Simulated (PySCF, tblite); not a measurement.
# C6H10O2Si: geometry, infrared bands and NMR shifts

What infrared bands and NMR shifts should C6H10O2Si (`CC#C[Si](O)(O)C1CC1`) show?

Programs: tblite 0.8.0 and PySCF 2.14.0, with density-fitted response routines of our own. Each step states its level of theory. These are calculated values for one molecule in the gas phase, unless marked as measured. Atoms are numbered from 0 throughout.

## Step 1: Starting geometry

19 atoms, charge 0, multiplicity 1; geometry from: force field or distance geometry start.

Bonds of the start (Å): C0–C1 1.48, C1–C2 1.18, C2–Si3 1.89, Si3–O4 1.65, Si3–O5 1.66, Si3–C6 1.89, C6–C7 1.50, C7–C8 1.50, C8–C6 1.51, C0–H9 1.10, C0–H10 1.09, C0–H11 1.09, O4–H12 0.97, O5–H13 0.97, C6–H14 1.08, C7–H15 1.09, C7–H16 1.09, C8–H17 1.09, C8–H18 1.09.

## Step 2: Relaxing the molecule with GFN2-xTB

What the job is given:

```
{"job": {"kind": "relax", "xc": "GFN2-xTB", "basis": "xTB"}, "charge": 0, "multiplicity": 1}
C      3.934300     0.656200     0.439900
C      2.538200     0.535900    -0.030100
C      1.418200     0.418600    -0.398500
Si    -0.367400     0.263100    -1.008700
O     -1.056000     1.764200    -1.094800
O     -0.424000    -0.371700    -2.537000
C     -1.337000    -0.830900     0.194600
C     -2.822600    -0.644800     0.319000
C     -1.924400    -0.238100     1.448600
H      4.025500     0.288400     1.469800
H      4.600400     0.082800    -0.199600
H      4.243000     1.701700     0.424300
H     -1.011300     2.282600    -0.272900
H     -0.341400     0.300000    -3.231200
H     -0.953000    -1.834800     0.257600
H     -3.440700    -1.536400     0.460600
H     -3.323500     0.134900    -0.249200
H     -1.936700    -0.850100     2.345500
H     -1.831200     0.828900     1.654900
```

The run is started by

```bash
$ OMP_NUM_THREADS=1 python probes_run.py task.json out
```

This one command runs all jobs of the session in turn.

**Question.** This job is followed by: GFN2-xTB harmonic vibrations, gas phase; GIAO PBE0/pcSseg-1 NMR shielding, non-relativistic, gas phase. Predict these results of the whole session: strongest single infrared mode (GFN2-xTB); zero-point energy (GFN2-xTB); 13C shifts against TMS (PBE0/pcSseg-1, means over atoms taken as alike); 1H shifts against TMS (PBE0/pcSseg-1, means over atoms taken as alike); 29Si shifts against TMS (PBE0/pcSseg-1); 17O shifts against H2O (PBE0/pcSseg-1, means over atoms taken as alike); surface potential, 1st and 99th percentile.

The runs gave:

| quantity | value |
| --- | --- |
| strongest single infrared mode (GFN2-xTB) | 879 cm⁻¹, 318 km/mol |
| zero-point energy (GFN2-xTB) | 91.2 kcal/mol |
| 13C shifts against TMS (PBE0/pcSseg-1, means over atoms taken as alike) | 106.5, 87.7, 5.5, 2.9, 1.2 ppm |
| 1H shifts against TMS (PBE0/pcSseg-1, means over atoms taken as alike) | 2.01, 1.59, 0.55, 0.14, -0.08 ppm |
| 29Si shifts against TMS (PBE0/pcSseg-1) | -41.1 ppm |
| 17O shifts against H2O (PBE0/pcSseg-1, means over atoms taken as alike) | 46.4 ppm |
| surface potential, 1st and 99th percentile | -1.54 V and 2.18 V |

In words: The optimisation took 126 steps and gained 0.142 eV; among the close pairs (by a distance rule), C2–Si3 changed most, from 1.893 to 1.856 Å. The lowest mode is slightly imaginary (9i cm⁻¹), a soft motion within the noise of the Hessian, so the minimum is not strictly shown. The strongest single mode, at 879 cm⁻¹, is spread over several atoms, Si3, O4, H13 among them. Unscaled tight-binding wavenumbers are off by several per cent, some by more. Its intensities can rank the bands wrongly. At PBE0/pcSseg-1: The widest tensor belongs to C1: span 281 ppm, with a paramagnetic part of -195 ppm.
